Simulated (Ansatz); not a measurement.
# C2H9AlO: the cost of one run

Method: the settings change from run to run; program: Ansatz 0.2.0, Gaussian basis.

## 1. The relaxed structure

The structure was relaxed beforehand with PBE0-D4 in a triple-zeta def2 set.

SMILES `C[O+](C)[AlH3-]`, 13 atoms, charge 0, spin multiplicity 1.

Atoms are counted from 1 here; the program's logs count them from 0.

Bond lengths: C1–O2 1.425 Å, C1–H5 1.088 Å, C1–H6 1.092 Å, C1–H7 1.094 Å, O2–C3 1.425 Å, O2–Al4 1.981 Å, C3–H8 1.092 Å, C3–H9 1.094 Å, C3–H10 1.088 Å, Al4–H11 1.599 Å, Al4–H12 1.599 Å, Al4–H13 1.605 Å. Angles: O2–C1–H5 106.9°, O2–C1–H6 109.2°, O2–C1–H7 110.2°, H5–C1–H6 110.2°, H5–C1–H7 110.0°, H6–C1–H7 110.2°, C1–O2–C3 113.2°, C1–O2–Al4 117.0°, C3–O2–Al4 117.1°, O2–C3–H8 109.2°, O2–C3–H9 110.2°, O2–C3–H10 106.9°, H8–C3–H9 110.2°, H8–C3–H10 110.2°, H9–C3–H10 110.0°, O2–Al4–H11 98.6°, O2–Al4–H12 98.6°, O2–Al4–H13 99.3° and more.

Coordinates:

| atom | x (Å) | y (Å) | z (Å) |
| --- | --- | --- | --- |
| C1 | -0.12594 | 1.18676 | -0.84194 |
| O2 | -0.30892 | 0.16444 | 0.13379 |
| C3 | 0.39210 | 0.41609 | 1.34865 |
| Al4 | -0.34392 | -1.70627 | -0.51728 |
| H5 | -0.71701 | 0.90349 | -1.71056 |
| H6 | -0.48085 | 2.13731 | -0.43770 |
| H7 | 0.93015 | 1.26269 | -1.11572 |
| H8 | 0.04288 | 1.35829 | 1.77670 |
| H9 | 1.46855 | 0.46179 | 1.16093 |
| H10 | 0.16536 | -0.40917 | 2.02066 |
| H11 | -1.40434 | -1.52665 | -1.70078 |
| H12 | -0.79380 | -2.42227 | 0.84006 |
| H13 | 1.19614 | -1.86131 | -0.94222 |

## 2. HSE06/aug-pcseg-2

Options: density fitting with def2-universal-jkfit, a point charge of 2.00 e beside it, the search for lower states set to full.

in.yaml reads:

```yaml
crystal:
  periodic: [false, false, false]
  atoms:
    - {symbol: C, position_ang: [-0.125941, 1.186763, -0.841939]}
    - {symbol: O, position_ang: [-0.308920, 0.164441, 0.133788]}
    - {symbol: C, position_ang: [0.392101, 0.416095, 1.348653]}
    - {symbol: Al, position_ang: [-0.343923, -1.706272, -0.517285]}
    - {symbol: H, position_ang: [-0.717007, 0.903489, -1.710558]}
    - {symbol: H, position_ang: [-0.480855, 2.137305, -0.437700]}
    - {symbol: H, position_ang: [0.930150, 1.262688, -1.115715]}
    - {symbol: H, position_ang: [0.042879, 1.358290, 1.776703]}
    - {symbol: H, position_ang: [1.468550, 0.461787, 1.160934]}
    - {symbol: H, position_ang: [0.165359, -0.409166, 2.020662]}
    - {symbol: H, position_ang: [-1.404337, -1.526648, -1.700779]}
    - {symbol: H, position_ang: [-0.793801, -2.422266, 0.840057]}
    - {symbol: H, position_ang: [1.196143, -1.861306, -0.942220]}
basis:
  gaussian: {orbitals: aug-pcseg-2, fitting: {mean_field: def2-universal-jkfit}, point_charges: [{charge: 2.00, position_ang: [4.511, 0.067, -0.745]}]}
hamiltonian: {xc: {name: HSE06}}
scf: {lower_state_search: full}
output: {forces: true}
```

On the command line:

```sh
> ansatz run in.yaml --threads 4 --pin off --events-out ev --progress --plain --max-ram 10444MiB
```

**Question.** How long does this run take on 4 threads of Arm Neoverse V2, shared host, and how much memory does it need?

About 30 s, with a peak of 1.5 GiB.
